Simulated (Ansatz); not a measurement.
# CHGaN (doublet): from Hartree-Fock to the top rungs, cc-pVDZ

The task here is to estimate one member of a computed series from the others.

Method: cc-pVDZ, core rule «outside noble gas», up to 16 orbitals frozen; program: Ansatz 0.2.0, Gaussian basis.

To be run: UHF; CCSD(T) on ROHF; CCSD(T) on UHF; BCCD(T) on ROHF; CISD; CCSDT(Q) on ROHF; CCSDT(Q) on UHF; CASSCF and MRCISD+Q, 9 electrons in 9 orbitals; CASSCF and NEVPT2, 9 electrons in 9 orbitals.

23 further runs of the same task are left out: 1 for a known fault of the program, 12 that didn't finish, 10 set aside as unsound or not needed.

### The geometry

The geometry is a PBE0/def2-TZVP stationary point (not a proven minimum). No spin-orbit coupling is included. The filled d shell of Ga may be among the frozen orbitals whatever the setting's name suggests; the logs give the count.

4 atoms, charge 0, spin multiplicity 2.

Atoms are counted from 1 here; the program's logs count them from 0.

Bond lengths: Ga1–C2 2.065 Å, C2–N3 1.207 Å, N3–H4 1.022 Å. Angles: Ga1–C2–N3 171.0°, C2–N3–H4 124.7°.

Geometry (Å):

```xyz
4
CHGaN
Ga    0.0000   -0.1320    2.3198
C     0.0000   -0.0955    0.2547
N     0.0000   -0.2622   -0.9409
H     0.0000    0.4897   -1.6336
```

Set-up of the first run:

The input, in.yaml:

```yaml
crystal:
  periodic: [false, false, false]
  atoms:
    - {symbol: Ga, position_ang: [0.000000, -0.132008, 2.319795]}
    - {symbol: C, position_ang: [-0.000016, -0.095480, 0.254663]}
    - {symbol: N, position_ang: [0.000004, -0.262209, -0.940907]}
    - {symbol: H, position_ang: [0.000012, 0.489697, -1.633551]}
basis:
  gaussian: {orbitals: cc-pVDZ}
magnetization: {spin_polarized: true, initial_magnetization: 1}
hamiltonian: {xc: hf}
output: {orbitals: {seedname: orbitals}}
```

Launch:

```console
$ ansatz run in.yaml --threads 1 --pin off --events-out ev --progress --plain --max-ram 2393MiB
```

Steps of the session up to this table: UHF; CCSD(T) on ROHF; CCSD(T) on UHF; BCCD(T) on ROHF; CISD; CCSDT(Q) on ROHF; CCSDT(Q) on UHF; CASSCF and MRCISD+Q, 9 electrons in 9 orbitals; CASSCF and NEVPT2, 9 electrons in 9 orbitals.

One of the session's tables, all rows but one given; the rest of the session is left out.

It belongs to the step «Misses and costs». 

| method | from UCCSDT(Q) (kJ/mol) |
| --- | --- |
| ROHF | +953.9 |
| UHF | +946.1 |
| RMP2 | ? |
| UMP2 | +115.5 |
| RCCSD | +44.6 |
| UCCSD | +44.2 |
| RCCSD(T) | +6.3 |
| UCCSD(T) | +6.4 |
| BCCD(T) | +6.2 |
| RCCSDT | +3.8 |
| UCCSDT | +3.6 |
| RCCSDT(Q) | +0.5 |
| UCCSDT(Q) | 0 |
| CASSCF frontier | +615.6 |
| MRCISD frontier | +67.5 |
| MRCISD+Q frontier | +11.3 |

**Question.** Estimate the row for RMP2.

**Answer.** from UCCSDT(Q) (kJ/mol): +109.9. In the column «from UCCSDT(Q) (kJ/mol)» it lies between MRCISD frontier (+67.5) and UMP2 (+115.5).

Not comparable, so not listed: CISD; CASSCF and NEVPT2, 9 electrons in 9 orbitals (they don't share determinant, frozen orbitals or solution with the rows shown, or repeat one).

Caveats from the session: Restricted and unrestricted rows rest on different reference determinants; where their highest levels disagree by more than a few hundredths of an eV, they describe different states and don't form one ladder. Warnings in the runs' records: passed over end.
